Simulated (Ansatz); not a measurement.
**ClGaHS radical: one species, many methods**

How much do the methods differ for ClGaHS radical? The plan is to run it at one geometry with functionals of several rungs and with coupled cluster, and see how far each lands from CCSD(T) at the basis-set limit for the atomisation energy.

Computed with Ansatz 0.2.0, Gaussian basis. Level: functionals in def2-TZVPP, the program's frozen cores in correlated methods.

Plan: LDA (SPW92), PBE-D4, revPBE-D4, BLYP-D4, r2SCAN-D4, B97M-V, PBE0-D4, B3LYP-D4, r2SCANh-D4, r2SCAN0-D4, HSE06-D4, BHLYP-D4, CAM-B3LYP-D4, LC-ωPBE, ωB97X-V, ωB97M-V, B2PLYP, PBE-QIDH; CCSD(T)/def2-SVP; CCSD(T)/def2-TZVPP; MP2/def2-QZVPP; extrapolation to the limit; RPA on PBE.

**1. The geometry**

All runs share one geometry, relaxed beforehand with PBE0-D4 in a triple-zeta def2 set.

SMILES `[SH][Ga][Cl]`, 4 atoms, charge 0, spin multiplicity 2.

Atoms are counted from 1 here; the program's logs count them from 0.

Bond lengths: S1–Ga2 2.233 Å, S1–H4 1.346 Å, Ga2–Cl3 2.170 Å. Angles: Ga2–S1–H4 90.9°, S1–Ga2–Cl3 116.7°.

**2. LDA**

This LDA is Slater exchange with PW92 correlation.

Input file in.yaml:

```yaml
crystal:
  periodic: [false, false, false]
  atoms:
    - {symbol: S, position_ang: [-1.045384, 0.685375, -0.952942]}
    - {symbol: Ga, position_ang: [0.031153, -1.171018, -0.334754]}
    - {symbol: Cl, position_ang: [1.459883, -0.975020, 1.287042]}
    - {symbol: H, position_ang: [-0.390052, 1.400362, -0.019547]}
basis:
  gaussian: {orbitals: def2-TZVPP}
magnetization: {spin_polarized: true, initial_magnetization: 1}
hamiltonian: {xc: lda}
output: {orbitals: {seedname: orbitals}}
```

Further steps of the session: PBE-D4 (GGA); revPBE-D4 (GGA); BLYP-D4 (GGA); r2SCAN-D4 (meta-GGA); B97M-V (meta-GGA); PBE0-D4 (hybrid); B3LYP-D4 (hybrid); r2SCANh-D4 (hybrid); r2SCAN0-D4 (hybrid); HSE06-D4 (hybrid); BHLYP-D4 (hybrid); CAM-B3LYP-D4 (range-separated); LC-ωPBE-D4 (range-separated); ωB97X-V (range-separated); ωB97M-V (range-separated); B2PLYP (double hybrid); PBE-QIDH (double hybrid); CCSD(T) in def2-SVP; CCSD(T) in def2-TZVPP; MP2 in def2-QZVPP; RPA on PBE orbitals.

Q: Predict the results of all the runs planned. Wanted: atomisation energy, CCSD(T)/CBS; farthest beyond LDA; mean size of error, GGA; mean size of error, meta-GGA; mean size of error, hybrid; mean size of error, range-separated; mean size of error, double hybrid; gap, smallest and largest; T1 diagnostic.

As calculated:

```
                               quantity                                     value
        atomisation energy, CCSD(T)/CBS                              973.0 kJ/mol
  functionals within 9.7 kJ/mol (1.0 %)                        revPBE-D4, ωB97M-V
                    farthest beyond LDA                   BHLYP-D4 (-39.2 kJ/mol)
                mean size of error, GGA                               16.4 kJ/mol
           mean size of error, meta-GGA                               31.4 kJ/mol
             mean size of error, hybrid                               19.2 kJ/mol
    mean size of error, range-separated                               12.3 kJ/mol
      mean size of error, double hybrid                               15.7 kJ/mol
              gap, smallest and largest  0.80 eV (LDA (SPW92)), 7.81 eV (LC-ωPBE)
                          T1 diagnostic                                    0.0147
triples share of the correlation energy                                     4.4 %
```

What this shows: LDA overbinds by 172.8 kJ/mol (18 %). PBE-D4 is off by +28.5 kJ/mol. Double hybrids carry the basis error of their MP2 part in triple zeta, and no dispersion term here, so their miss is partly the set-up's. By mean error the best rung here is range-separated (12.3 kJ/mol) and the worst beyond LDA is meta-GGA (31.4 kJ/mol). The gap between the best rungs is small, so their order is not settled. Misses under about 9.7 kJ/mol are within the doubt on the reference itself, which lacks core-valence correlation, relativity and higher excitations, and its outer-core shells are covered unevenly. Hartree-Fock recovers 72 % of the binding; the rest is correlation. CCSD(T) in def2-SVP is off by -83.1 kJ/mol, so the small basis spoils what the method gains. Orbital gaps span 0.8 to 7.8 eV; exact exchange widens them. Correlated methods include outer-core shells of Ga, which these sets cover unevenly.
